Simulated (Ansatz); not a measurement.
**NH2Br (triplet): the correlation ladder at distance Br1–H2 along a hydrogen transfer = 1.731 Å, cc-pVTZ**

The task here is to estimate one member of a computed series from the others.

Program: Ansatz 0.2.0, Gaussian basis. Level of theory: cc-pVTZ, core rule «outside noble gas», up to 15 orbitals frozen. These are calculated values, not measurements.

Plan: UHF; CCSD(T) on ROHF; CCSD(T) on UHF; BCCD(T) on ROHF; CCSDT(Q) on ROHF; CCSDT(Q) on UHF; CASSCF and NEVPT2, 4 electrons in 4 orbitals; CASSCF and NEVPT2, 14 electrons in 10 orbitals.

**What is computed**

The geometry derives from fragments relaxed apart (PBE0/def2-TZVP) and kept rigid, so it is no stationary point. A hydrogen atom is moved between rigid fragments. No spin-orbit coupling is included. The filled d shell of Br may be among the frozen orbitals whatever the setting's name suggests; the logs give the count.

4 atoms, charge 0, spin multiplicity 3.

Atoms are counted from 1 here; the program's logs count them from 0.

Bond lengths: Br1–H2 1.731 Å, N3–H4 1.040 Å.

The first run:

File in.yaml:

```yaml
crystal:
  periodic: [false, false, false]
  atoms:
    - {symbol: Br, position_ang: [-2.092020, 0.251057, 0.000000]}
    - {symbol: H, position_ang: [-0.361020, 0.251057, 0.000000]}
    - {symbol: N, position_ang: [1.091980, 0.251057, 0.000000]}
    - {symbol: H, position_ang: [1.361061, -0.753170, 0.000000]}
basis:
  gaussian: {orbitals: cc-pVTZ}
magnetization: {spin_polarized: true, initial_magnetization: 2}
hamiltonian: {xc: hf}
output: {orbitals: {seedname: orbitals}}
```

Command:

```console
$ ansatz run in.yaml --threads 1 --pin off --events-out ev --progress --plain --max-ram 2816MiB --backend cpu
```

Steps of the session up to this table: UHF; CCSD(T) on ROHF; CCSD(T) on UHF; BCCD(T) on ROHF; CCSDT(Q) on ROHF; CCSDT(Q) on UHF; CASSCF and NEVPT2, 4 electrons in 4 orbitals; CASSCF and NEVPT2, 14 electrons in 10 orbitals.

One table of the session follows, with a row left open; its other results are not shown here.

It belongs to the step «Misses and costs». 

| method | from UCCSDT(Q) (kcal/mol) |
| --- | --- |
| ROHF | +244.80 |
| UHF | +236.96 |
| RMP2 | +33.94 |
| UMP2 | +33.95 |
| RCCSD | +9.96 |
| UCCSD | +9.56 |
| RCCSD(T) | +1.30 |
| UCCSD(T) | ? |
| BCCD(T) | +1.24 |
| RCCSDT | +0.49 |
| UCCSDT | +0.40 |
| RCCSDT(Q) | +0.08 |
| UCCSDT(Q) | 0 |
| CASSCF pair | +229.35 |
| NEVPT2 pair | +30.27 |
| CASSCF valence | +208.26 |
| NEVPT2 valence | +42.35 |

Q: Estimate the row for UCCSD(T) from the others.

The run gave: from UCCSDT(Q) (kcal/mol): +1.25. In the column «from UCCSDT(Q) (kcal/mol)» it lies between BCCD(T) (+1.24) and RCCSD(T) (+1.30).

Limits of these values: Restricted and unrestricted rows rest on different reference determinants; where their highest levels disagree by more than a few hundredths of an eV, they describe different states and don't form one ladder.
